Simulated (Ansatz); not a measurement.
Wanted: the native input for an Ansatz 0.2.0 run.

```yaml
Task: band structure
Functional: r2SCAN
Potentials_or_basis: Ansatz PAW
Cutoff: "500 eV (not typed: the program's choice for these potentials)"
k_mesh: 10 × 10 × 3
Occupations: fermi-dirac, width 0.05 eV
Spin: no spin polarisation
Hubbard_terms: Sc d U = 1 eV, Ta d U = 1 eV
Path: "[[\"G\", \"M\", \"K\", \"G\", \"A\", \"L\", \"H\", \"A\"], [\"L\", \"M\"], [\"K\", \"H\"]]"
Points_for_each_segment_of_the_path: 14
Hubbard_projectors: ortho-atomic (the default)
Double_counting: fll (the default)
```

Crystal: ScTaN.

```
Ta Sc N
1.0
     3.08507    0.00000    0.00000
    -1.54253    2.67175    0.00000
     0.00000    0.00000   10.34014
Ta Sc N
2 2 2
Direct
  0.33333 0.66667 0.24563
  0.66667 0.33333 0.75437
  0.00000 0.00000 0.00000
  0.00000 0.00000 0.50000
  0.33333 0.66667 0.62984
  0.66667 0.33333 0.37016
```

The cell comes from a database or a generator and needn't be the stable form of this composition.

These files were run (other wordings do the same):

input.yaml

```yaml
crystal:
  lattice:
    - [3.0850655424, 0.0, 0.0]
    - [-1.5425327712, 2.6717451321, 0.0]
    - [0.0, 0.0, 10.340136]
  atoms:
    - { symbol: Ta, position: [0.3333333333, 0.6666666667, 0.245631] }
    - { symbol: Ta, position: [0.6666666667, 0.3333333333, 0.754369] }
    - { symbol: Sc, position: [0.0, 0.0, 0.0] }
    - { symbol: Sc, position: [0.0, 0.0, 0.5] }
    - { symbol: "N", position: [0.3333333333, 0.6666666667, 0.629841] }
    - { symbol: "N", position: [0.6666666667, 0.3333333333, 0.370159] }
hamiltonian:
  xc: r2scan
  pseudopotentials: { kind: paw }
  hubbard:
    sites:
      - { species: Sc, l: d, u_eff: 1.0 }
      - { species: Ta, l: d, u_eff: 1.0 }
kpoints:
  mp_grid: { grid: [10, 10, 3] }
  band_path:
    path:
      - [[0.0, 0.0, 0.0], [0.5, 0.0, 0.0], [0.3333333333, 0.3333333333, 0.0], [0.0, 0.0, 0.0], [0.0, 0.0, 0.5], [0.5, 0.0, 0.5], [0.3333333333, 0.3333333333, 0.5], [0.0, 0.0, 0.5]]
      - [[0.5, 0.0, 0.5], [0.5, 0.0, 0.0]]
      - [[0.3333333333, 0.3333333333, 0.0], [0.3333333333, 0.3333333333, 0.5]]
    npoints: 14
scf:
  occupations: { method: fermi_dirac, width: 0.05 }
  n_extra_bands: 15
output:
  forces: true
  stress: true
  eigenvalues: true
  fatbands: false
```

Potentials or basis: Ansatz PAW.

Launch:

```sh
$ ansatz run input.yaml --threads 2 --pin off --max-ram 5632MiB --backend cpu --events-out ev --progress --plain --runs-dir out
```

It gave:

```json
{
 "Pressure": "-1.1 GPa",
 "Largest force": "0.194 eV/Å",
 "Band gap on the k mesh": "none (metal or under the smearing width)"
}
```

Caveat: spin-orbit coupling is left out, which moves the levels of the heavy elements; U without spin polarisation on a metal has little footing; the PAW data sets come from PBE, with cores solved anew for the run's functional, which leaves a small shift of forces and pressure.

Wall time 21 s on 2 threads of Intel(R) Xeon(R) Platinum 8259CL CPU @ 2.50GHz (Skylake/Cascade Lake), with other jobs on the host, peak memory 1 GiB.
